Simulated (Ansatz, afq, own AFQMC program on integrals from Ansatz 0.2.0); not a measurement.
# Zr+ (quartet): quantum Monte Carlo beside coupled cluster, def2-TZVP

Aim: compute Zr+ (quartet) with auxiliary-field quantum Monte Carlo on the same integrals as coupled cluster, and set the energies side by side.

Method: def2-TZVP, frozen cores; program: Ansatz 0.2.0, Gaussian basis, and an in-house AFQMC program (afq) on its integrals; all values are calculated.

To be run: Full CI; PBE (unrestricted); r2SCAN (unrestricted); PBE0 (unrestricted); B3LYP (unrestricted); wB97M-V (unrestricted); B2PLYP (unrestricted); CCSD(T) on UHF; Phaseless AFQMC, single-determinant trial on UHF; Free-projection AFQMC, CISD trial on UHF.

7 further runs of the same task are left out: 7 that didn't finish.

## 1. The atom

A free atom, in its lowest state of this spin that the program finds. No spin-orbit coupling is included. Elements past krypton take def2 core potentials.

1 atom, charge 1, spin multiplicity 4.

## 2. Full CI

The input, in.yaml:

```yaml
crystal:
  periodic: [false, false, false]
  atoms:
    - {symbol: Zr, position_ang: [0.000000, 0.000000, 0.000000]}
basis:
  gaussian: {orbitals: def2-TZVP}
total_charge: 1
magnetization: {spin_polarized: false, initial_magnetization: 3}
correlation: {method: fci, electrons: outside_noble_gas}
```

Run with:

```sh
$ ansatz run in.yaml --threads 1 --pin off --events-out ev --progress --plain --max-ram 1382MiB
```

What it wrote, shortened:

```text
Functional definition: HF
  name "HF"
  cite "Fock, Z. Phys. 61, 126 (1930) doi:10.1007/BF01340294"
  parent pbe
[...]
358 factors; integrals over basis functions are off by at most 2.7e-8 eV
[...]
mean field -1258.46613219 eV, -46.2477773390 hartree, gradient 2.2e-6 eV, S^2 3.750000; 16 other end points of the search recorded, 0 dependent functions left out
[...]
determinant -1258.46613219 eV, -46.2477773390 hartree, with singles and doubles -1258.81173884 eV, -46.2604781491 hartree
determinant -1258.23383807 eV, -46.2392406874 hartree, with singles and doubles -1258.73084648 eV, -46.2575054096 hartree
determinant -1257.99305076 eV, -46.2303919170 hartree, with singles and doubles -1258.41522074 eV, -46.2459063779 hartree
determinant -1258.46613219 eV, -46.2477773390 hartree, with singles and doubles -1258.81372150 eV, -46.2605510106 hartree
determinant -1258.23383807 eV, -46.2392406874 hartree, with singles and doubles -1258.75727215 eV, -46.2584765351 hartree
determinant -1257.99305076 eV, -46.2303919170 hartree, with singles and doubles -1258.41900817 eV, -46.2460455632 hartree
4 core orbitals not correlated: weight in the atoms' cores, before any rotation towards them, 1.000 or more for the frozen orbitals, at most 0.000 for the correlated occupied ones
reference -1258.46613219 eV, -46.2477773390 hartree; 3, 0 occupied and 33, 36 virtual orbitals, 358 factors
state -1258.81547509 eV, -46.2606154539 hartree
Total energy: -1258.81547509 eV, -46.2606154539 hartree
```

It took 2.1 s on 1 thread of Arm Neoverse V1, shared host.

From the report: 883 determinants, symmetry B2g.

## 3. PBE (unrestricted)

The input, in.yaml:

```yaml
crystal:
  periodic: [false, false, false]
  atoms:
    - {symbol: Zr, position_ang: [0.000000, 0.000000, 0.000000]}
basis:
  gaussian: {orbitals: def2-TZVP}
total_charge: 1
magnetization: {spin_polarized: true, initial_magnetization: 3}
hamiltonian: {xc: {name: PBE}}
output: {orbitals: {seedname: orbitals}}
```

The command is unchanged.

What it wrote, shortened:

```text
Functional definition: PBE
  name "PBE"
  cite "Perdew, Burke & Ernzerhof, Phys. Rev. Lett. 77, 3865 (1996) doi:10.1103/PhysRevLett.77.3865"
  parent pbe
[...]
325 factors; their error is unknown
[...]
mean field -1269.72793516 eV, -46.6616409644 hartree, gradient 1.1e-6 eV, S^2 3.750627; 27 other end points of the search recorded, 0 dependent functions left out
reference -1269.72796769 eV, -46.6616421599 hartree; 7, 4 occupied and 33, 36 virtual orbitals, 325 factors
Total energy: -1269.72796769 eV, -46.6616421599 hartree
```

It took 31 s on 1 thread of Arm Neoverse V1, shared host.

From the report: ⟨S²⟩ of the determinant 3.751 (pure quartet: 3.75).

## 4. r2SCAN (unrestricted)

Changes to in.yaml since step 3:

```diff
@@ -8,3 +8,2 @@
 magnetization: {spin_polarized: true, initial_magnetization: 3}
-hamiltonian: {xc: {name: PBE}}
-output: {orbitals: {seedname: orbitals}}
+hamiltonian: {xc: {name: r2SCAN}}
```

Launched as before.

What it wrote, shortened:

```text
Functional definition: r2SCAN
  name "r2SCAN"
  cite "Furness, Kaplan, Ning, Perdew & Sun, J. Phys. Chem. Lett. 11, 8208 (2020) doi:10.1021/acs.jpclett.0c02405"
  cite "Furness, Kaplan, Ning, Perdew & Sun, J. Phys. Chem. Lett. 11, 9248 (2020) doi:10.1021/acs.jpclett.0c03077"
  parent r2scan
[...]
325 factors; their error is unknown
[...]
mean field -1270.27698201 eV, -46.6818180641 hartree, gradient 1.8e-6 eV, S^2 3.751556; 25 other end points of the search recorded, 0 dependent functions left out
reference -1270.27699283 eV, -46.6818184620 hartree; 7, 4 occupied and 33, 36 virtual orbitals, 325 factors
Total energy: -1270.27699283 eV, -46.6818184620 hartree
```

It took 91 s on 1 thread of Arm Neoverse V1, shared host.

From the report: ⟨S²⟩ of the determinant 3.752 (pure quartet: 3.75).

## 5. PBE0 (unrestricted)

Changes to in.yaml since step 4:

```diff
@@ -8,2 +8,3 @@
 magnetization: {spin_polarized: true, initial_magnetization: 3}
-hamiltonian: {xc: {name: r2SCAN}}
+hamiltonian: {xc: {name: PBE0}}
+output: {orbitals: {seedname: orbitals}}
```

Launched as before.

What it wrote:

```text
Functional definition: PBE0
  name "PBE0"
  cite "Adamo & Barone, J. Chem. Phys. 110, 6158 (1999) doi:10.1063/1.478522"
  cite "Perdew, Burke & Ernzerhof, Phys. Rev. Lett. 77, 3865 (1996) doi:10.1103/PhysRevLett.77.3865"
  parent pbe
  parameter a = 0.25
  parameter kappa = 0.804
  parameter beta = 0.06672455060314922
  exchange = (1 - a)*pbe_x(kappa = kappa, mu = beta*pi^2/3) + a*exact_x
  correlation = pbe_c(beta = beta)
375 factors; their error is unknown
mean field evaluation 1: about -1268.2491 eV, gradient 1.1e1 eV
mean field evaluation 2: about -1268.7882 eV, gradient 5.4e0 eV
mean field evaluation 4: about -1269.0598 eV, gradient 1.0e0 eV
mean field evaluation 8: about -1269.3904 eV, gradient 8.3e-1 eV
mean field evaluation 16: about -1269.4126 eV, gradient 1.6e-3 eV
mean field evaluation 32: about -1269.4127 eV, gradient 7.0e-6 eV
mean field -1269.41265120 eV, -46.6500544930 hartree, gradient 5.6e-6 eV, S^2 3.751147; 6 other end points of the search recorded, 0 dependent functions left out
reference -1269.41267612 eV, -46.6500554085 hartree; 7, 4 occupied and 33, 36 virtual orbitals, 375 factors
Total energy: -1269.41267612 eV, -46.6500554085 hartree
```

It took 3.3 s on 1 thread of Arm Neoverse V1, shared host.

From the report: ⟨S²⟩ of the determinant 3.751 (pure quartet: 3.75).

## 6. B3LYP (unrestricted)

Changes to in.yaml since step 5:

```diff
@@ -8,3 +8,2 @@
 magnetization: {spin_polarized: true, initial_magnetization: 3}
-hamiltonian: {xc: {name: PBE0}}
-output: {orbitals: {seedname: orbitals}}
+hamiltonian: {xc: {name: B3LYP}}
```

Same command.

What it wrote, shortened:

```text
Functional definition: B3LYP
  name "B3LYP"
  cite "Stephens, Devlin, Chabalowski & Frisch, J. Phys. Chem. 98, 11623 (1994) doi:10.1021/j100096a001"
  cite "Becke, Phys. Rev. A 38, 3098 (1988) doi:10.1103/PhysRevA.38.3098"
  cite "Lee, Yang & Parr, Phys. Rev. B 37, 785 (1988) doi:10.1103/PhysRevB.37.785"
  cite "Vosko, Wilk & Nusair, Can. J. Phys. 58, 1200 (1980) doi:10.1139/p80-159"
[...]
346 factors; their error is unknown
[...]
mean field -1270.10742008 eV, -46.6755867783 hartree, gradient 1.1e-5 eV, S^2 3.750715; 9 other end points of the search recorded, 0 dependent functions left out
reference -1270.10758263 eV, -46.6755927520 hartree; 7, 4 occupied and 33, 36 virtual orbitals, 346 factors
Total energy: -1270.10758263 eV, -46.6755927520 hartree
```

Wall time 6 s (1 thread of Arm Neoverse V1, shared host).

From the report: ⟨S²⟩ of the determinant 3.751 (pure quartet: 3.75).

## 7. wB97M-V (unrestricted)

Changes to in.yaml since step 6:

```diff
@@ -8,2 +8,3 @@
 magnetization: {spin_polarized: true, initial_magnetization: 3}
-hamiltonian: {xc: {name: B3LYP}}
+hamiltonian: {xc: {name: wB97M-V}}
+output: {orbitals: {seedname: orbitals}}
```

Same command.

What it wrote, shortened:

```text
Functional definition: wB97M-V
  name "wB97M-V"
  cite "Mardirossian & Head-Gordon, J. Chem. Phys. 144, 214110 (2016) doi:10.1063/1.4952647"
  cite "Becke, J. Chem. Phys. 107, 8554 (1997) doi:10.1063/1.475007"
  cite "Vydrov & Van Voorhis, J. Chem. Phys. 133, 244103 (2010) doi:10.1063/1.3521275"
  # Of w^i u^j: cxij and so on, Table III.
[...]
  gx(w, u) = 1 - cx + cx01*u + cx10*w
  gss(w, u) = css00 + css04*u^4 + css10*w + css20*w^2 + css43*w^4*u^3
  gos(w, u) = cos00 + cos10*w + (cos20 + cos21*u)*w^2 + (cos60 + cos61*u)*w^6
[...]
      + integral(e_c_pw_mod_opposite_spin*gos(b97_w_opposite, b97_u_opposite)) + vv10(b, c)
343 factors; their error is unknown
77 factors; integrals over basis functions are off by at most 2.0e-4 eV
[...]
mean field -1267.46387940 eV, -46.5784384500 hartree, gradient 8.4e-6 eV, S^2 3.751125; 27 other end points of the search recorded, 0 dependent functions left out
reference -1267.46391300 eV, -46.5784396847 hartree; 7, 4 occupied and 33, 36 virtual orbitals, 343 factors
Total energy: -1267.46391300 eV, -46.5784396847 hartree
```

Wall time 63 s (1 thread of Arm Neoverse V1, shared host).

From the report: ⟨S²⟩ of the determinant 3.751 (pure quartet: 3.75).

## 8. B2PLYP (unrestricted)

Changes to in.yaml since step 7:

```diff
@@ -8,3 +8,3 @@
 magnetization: {spin_polarized: true, initial_magnetization: 3}
-hamiltonian: {xc: {name: wB97M-V}}
-output: {orbitals: {seedname: orbitals}}
+hamiltonian: {xc: {name: B2PLYP}}
+correlation: {electrons: outside_noble_gas}
```

The command is unchanged.

What it wrote, shortened:

```text
Functional definition: B2PLYP
  name "B2PLYP"
  cite "Grimme, J. Chem. Phys. 124, 034108 (2006) doi:10.1063/1.2148954"
  cite "Becke, Phys. Rev. A 38, 3098 (1988) doi:10.1103/PhysRevA.38.3098"
  cite "Lee, Yang & Parr, Phys. Rev. B 37, 785 (1988) doi:10.1103/PhysRevB.37.785"
[...]
242 factors; integrals over basis functions are off by at most 2.4e-4 eV
[...]
mean field -1265.48380845 eV, -46.5056721846 hartree, gradient 2.0e-6 eV, S^2 3.751716; 6 other end points of the search recorded, 0 dependent functions left out
4 core orbitals not correlated: weight in the atoms' cores, before any rotation towards them, 1.000 or more for the frozen orbitals, at most 0.000 for the correlated occupied ones
reference -1265.48391477 eV, -46.5056760920 hartree; 3, 0 occupied and 33, 36 virtual orbitals, 242 factors
second order -0.31542032 eV of doubles, -0.00000000 eV of singles
Total energy: -1265.56907826 eV, -46.5088057924 hartree
```

It took 2.5 s on 1 thread of Arm Neoverse V1, shared host.

From the report: ⟨S²⟩ of the determinant 3.752 (pure quartet: 3.75).

## 9. CCSD(T) on UHF

Changes to in.yaml since step 8:

```diff
@@ -8,3 +8,2 @@
 magnetization: {spin_polarized: true, initial_magnetization: 3}
-hamiltonian: {xc: {name: B2PLYP}}
-correlation: {electrons: outside_noble_gas}
+correlation: {method: ccsd_t, electrons: outside_noble_gas, hamiltonian_folder: ham}
```

The command is unchanged.

What it wrote, shortened:

```text
Functional definition: HF
  name "HF"
  cite "Fock, Z. Phys. 61, 126 (1930) doi:10.1007/BF01340294"
  parent pbe
[...]
242 factors; integrals over basis functions are off by at most 2.4e-4 eV
[...]
mean field -1258.57516965 eV, -46.2517843919 hartree, gradient 2.5e-6 eV, S^2 3.754253; 21 other end points of the search recorded, 0 dependent functions left out
determinant -1258.57516965 eV, -46.2517843919 hartree, with singles and doubles -1258.91616085 eV, -46.2643155873 hartree
determinant -1258.33260794 eV, -46.2428704134 hartree, with singles and doubles -1258.81681329 eV, -46.2606646316 hartree
determinant -1258.10698538 eV, -46.2345789371 hartree, with singles and doubles -1258.52235226 eV, -46.2498433884 hartree
determinant -1257.88766079 eV, -46.2265189073 hartree, with singles and doubles -1258.43386614 eV, -46.2465915835 hartree
[...]
determinant -1258.10698538 eV, -46.2345789371 hartree, with singles and doubles -1258.52647021 eV, -46.2499947202 hartree
determinant -1257.88766079 eV, -46.2265189073 hartree, with singles and doubles -1258.43695235 eV, -46.2467049998 hartree
determinant -1257.60916903 eV, -46.2162845239 hartree, with singles and doubles -1258.45715049 eV, -46.2474472675 hartree
determinant -1257.19903766 eV, -46.2012124739 hartree, with singles and doubles -1257.89359477 eV, -46.2267369770 hartree
4 core orbitals not correlated: weight in the atoms' cores, before any rotation towards them, 0.999 or more for the frozen orbitals, at most 0.000 for the correlated occupied ones
reference -1258.57516965 eV, -46.2517843919 hartree; 3, 0 occupied and 33, 36 virtual orbitals, 242 factors
second order -0.25634659 eV of doubles, -0.00000000 eV of singles
cycle   1  -0.34280016 eV  change    3.1e-8 eV  update   8.1e-6
[...]
cycle   4  -0.34280016 eV  change   -5.8e-8 eV  update   2.5e-6
perturbative correction -0.00114187 eV, -0.0000419630 hartree
Total energy: -1258.91911168 eV, -46.2644240283 hartree
```

Wall time 3 s (1 thread of Arm Neoverse V1, shared host).

From the report: ⟨S²⟩ of the determinant 3.754 (pure quartet: 3.75); correlation -0.3439 eV; T1 0.003; largest double amplitude 0.03.

This run also writes the integrals to the folder ham.

## 10. Phaseless AFQMC, single-determinant trial on UHF

It reads the integrals that the CCSD(T) run on this determinant wrote.

Run with:

```sh
$ afq ham --method phaseless --trial hf --walkers 120 --populations 1 --least-time 40 --time-step 0.005 --steps-per-block 20 --equilibration-blocks 160 --max-blocks 600 --target-error 0.00063 --factor-cut 1e-05 --start spin_pure --seed 4730 --taylor-order 6
```

What it wrote:

```text
orbitals 36  electrons 3 0  factors 242 of 242
reference energy -46.25178439 Eh
CCSD correlation -0.01259767 Eh in 8 cycles, weight of the determinant in the CISD state 0.9911
energy of the start -46.251784 Eh
 block  time / (1/Eh)  mean weight  energy / Eh
     1     0.100  0.9996  -46.253495
     2     0.200  1.0001  -46.254897
     3     0.300  0.9996  -46.256444
     4     0.400  1.0001  -46.257173
     5     0.500  0.9997  -46.258196
     6     0.600  0.9997  -46.259199
     7     0.700  1.0002  -46.259238
     8     0.800  1.0003  -46.260228
     9     0.900  0.9999  -46.260864
    10     1.000  1.0002  -46.260676
    15     1.500  1.0000  -46.261617
    29     2.900  0.9998  -46.264361
    43     4.300  1.0000  -46.262511
    57     5.700  1.0000  -46.266765
    71     7.100  0.9995  -46.262757
    85     8.500  1.0003  -46.262928
    99     9.900  0.9997  -46.262403
   113    11.300  1.0011  -46.263743
   127    12.700  0.9999  -46.264597
   141    14.100  1.0013  -46.262972
   155    15.500  1.0025  -46.267006
   169    16.900  1.0003  -46.261222
   183    18.300  1.0006  -46.265197
   197    19.700  1.0013  -46.261639
   211    21.100  0.9993  -46.266138
   225    22.500  1.0003  -46.264867
   239    23.900  0.9999  -46.264509
   253    25.300  1.0007  -46.264708
   267    26.700  1.0015  -46.265309
   281    28.100  1.0000  -46.264210
   295    29.500  0.9998  -46.264077
   309    30.900  1.0004  -46.264596
   323    32.300  0.9998  -46.263207
   337    33.700  1.0005  -46.265876
   351    35.100  1.0007  -46.264505
   365    36.500  0.9999  -46.264517
   379    37.900  1.0004  -46.267596
   393    39.300  0.9992  -46.260785
   407    40.700  1.0007  -46.261201
   421    42.100  1.0013  -46.264676
   435    43.500  0.9996  -46.263659
   449    44.900  1.0005  -46.260205
   463    46.300  1.0002  -46.258844
   477    47.700  1.0009  -46.265944
   491    49.100  0.9991  -46.262674
   505    50.500  1.0006  -46.263746
   519    51.900  0.9988  -46.266171
   533    53.300  1.0003  -46.261759
   547    54.700  0.9999  -46.262186
blocks merged  error / Eh  count
     1  0.000111  400
     2  0.000146  200
     4  0.000192  100
     8  0.000256  50
    16  0.000307  25
    32  0.000393  12
energy -46.263392 +/- 0.000307 Eh
```

Wall time 1.9 min (1 thread of Arm Neoverse V1, shared host).

Energy -1258.8910 ± 0.0084 eV. Caveats: constraint bias not in the error. The error still grows with block length (0.0070 to 0.0107 eV), so the bar may be too small.

## 11. Free-projection AFQMC, CISD trial on UHF

It reads the integrals that the CCSD(T) run on this determinant wrote.

Run with:

```sh
$ afq ham --method free --trial cisd --walkers 60 --time-step 0.03 --max-blocks 80 --target-error 0.00021 --factor-cut 1e-05 --seed 4513 --times 0,0.3,0.6,1.2,1.8,2.4,3.6,4.8,6 --taylor-order 8
```

What it wrote:

```text
orbitals 36  electrons 3 0  factors 242 of 242
reference energy -46.25178439 Eh
CCSD correlation -0.01259767 Eh in 8 cycles, weight of the determinant in the CISD state 0.9911
repeat  energy at the last time / Eh  error
Error: ValueError
```

Hardware: 1 thread of Arm Neoverse V1, shared host.

No energy. The run doesn't count as converged.

## 12. All levels side by side

The full CI on restricted orbitals is not used as the yardstick for these unrestricted rows.

On the UHF determinant, counted from CCSD(T) (a yardstick, not exact):

```csv
level,energy (eV),from CCSD(T) (kJ/mol),statistical error (kJ/mol),time
HF,-1258.5752,+33.2,,
MP2,-1258.8315,+8.5,,
CCSD,-1258.9180,+0.1,,
CCSD(T),-1258.9191,0.0,,
"Phaseless AFQMC, single-determinant trial, step 0.005, 120 walkers",-1258.8910,+2.7,0.8,1.9 min
```

The functionals' totals stand on their own zeros and serve differences with other points: PBE -1269.728 eV; r2SCAN -1270.277 eV; PBE0 -1269.413 eV; B3LYP -1270.108 eV; wB97M-V -1267.464 eV; B2PLYP -1265.569 eV.

## 13. Results

| quantity | value |
| --- | --- |
| Phaseless AFQMC, single-determinant trial on UHF from CCSD(T) | +2.7 ± 0.8 kJ/mol |

In words: Error bars are statistical and leave out the constraint, the time step and what remains of the start. Zr carries a core potential, and spin-orbit coupling is left out.
